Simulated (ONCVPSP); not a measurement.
# Pseudopotential generation for silicon: ONCV, PBEsol

Do these settings give a usable potential? It is generated, then checked for transferability, scattering, ghosts and hardness.

Program: ONCVPSP 4.0.1.1 (patched build). Reference atom: PBEsol, scalar-relativistic, spherical and spin-unpolarised. All values are calculated.

### 1 The atom and the settings

The settings as typed:

```
element                 : silicon (Si, Z = 14)
type                    : optimised norm-conserving Vanderbilt (ONCV)
frozen core             : [He]
valence charge          : 12
reference configuration : 2s2 2p6 3s1.75 3p2.25
partial waves           : 2s+3s: rc 0.90 bohr, ncon 4, nbas 9, qcut 12.2 1/bohr, 2 projectors; 2p+3p: rc 1.00 bohr, ncon 5, nbas 9, qcut 11.4 1/bohr, 2 projectors; d scattering state at 0.08 Ha: rc 1.05 bohr, ncon 5, nbas 8, qcut 8.3 1/bohr, 2 projectors, debl 2.1 Ha
local potential         : polynomial inside 0.70 bohr (lpopt 5, dvloc0 3 Ha)
core correction         : Teter function, fcfact 5, rcfact 1.75
```

The nodes and maxima of the atom's own shells, from an earlier all-electron run, set the scale for the radii.

All-electron outer shells of the reference configuration (PBEsol, scalar-relativistic, ld1.x):

| shell | level (eV) | outermost node (bohr) | outermost maximum (bohr) |
| --- | --- | --- | --- |
| 1s | -1782.77 | – | 0.07 |
| 2s | -139.55 | 0.15 | 0.45 |
| 2p | -95.85 | – | 0.39 |
| 3s | -10.96 | 0.72 | 1.77 |
| 3p | -4.21 | 0.72 | 2.14 |

### 2 Generating the potential

Input file Si.dat:

```
# ATOM AND REFERENCE CONFIGURATION
# atsym  z   nc   nv     iexc    psfile
  Si 14.00    1    4  -116133      upf
#
#   n    l    f
    1    0    2.00
    2    0    2.00
    2    1    6.00
    3    0    1.75
    3    1    2.25
#
# PSEUDOPOTENTIAL AND OPTIMIZATION
# lmax
    2
#
#   l,   rc,      ep,       ncon, nbas, qcut
    0    0.90    0.00    4    9   12.20
    1    1.00    0.00    5    9   11.40
    2    1.05    0.08    5    8    8.30
#
# LOCAL POTENTIAL
# lloc, lpopt,  rc(5),   dvloc0
    4    5    0.70    3.00
#
# VANDERBILT-KLEINMAN-BYLANDER PROJECTORs
# l, nproj, debl
    0    2    0.80
    1    2    0.40
    2    2    2.10
#
# MODEL CORE CHARGE
# icmod, fcfact, rcfact
    3    5.00    1.75
#
# LOG DERIVATIVE ANALYSIS
# epsh1, epsh2, depsh
   -7.00    5.00    0.04
#
# OUTPUT GRID
# rlmax, drl
    6.00    0.01
#
# TEST CONFIGURATIONS
# ncnf
    4
# nvcnf
#   n    l    f
    4
    2    0    2.00
    2    1    6.00
    3    0    2.00
    3    1    2.00
#
    4
    2    0    2.00
    2    1    6.00
    3    0    2.00
    3    1    1.00
#
    4
    2    0    2.00
    2    1    6.00
    3    0    2.00
    3    1    0.00
#
    4
    2    0    2.00
    2    1    6.00
    3    0    1.00
    3    1    3.00
#
```

On the command line:

```sh
$ oncvpsp.x < Si.dat > Si.out
```

Before running it: what results should come out? Wanted: cutoffs for 1 and 0.1 mHa per electron, occupied waves; bound ghosts; GHOST(+) flags; largest test error; largest phase difference near zero energy, channels read; rms error of d²Exc/dn², without and with the model core.

The runs gave:

| quantity | value |
| --- | --- |
| cutoffs for 1 and 0.1 mHa per electron, occupied waves | 151 Ha and 258 Ha |
| bound ghosts | none found |
| GHOST(+) flags | none at low energy |
| largest test error (AE − PS) | +3.4 meV, for 2s2 2p6 3s2 3p0 |
| largest phase difference near zero energy, channels read | 0.000 rad |
| rms error of d²Exc/dn², without and with the model core | 1.46 and 2.62 mHa |

What this shows: The worst unpolarised test, 2s2 2p6 3s2 3p0, is off by 3.4 meV on 22.0 eV; by total energies transferability rates as very good. It counts as very hard, with 151 Ha needed at the looser tolerance. At the looser tolerance the 2p wave is the slowest; 3p needs 64 Ha. The program's ghost test flags no bound state. Near zero energy the phases of the channels with partial waves agree within 0.001 rad.
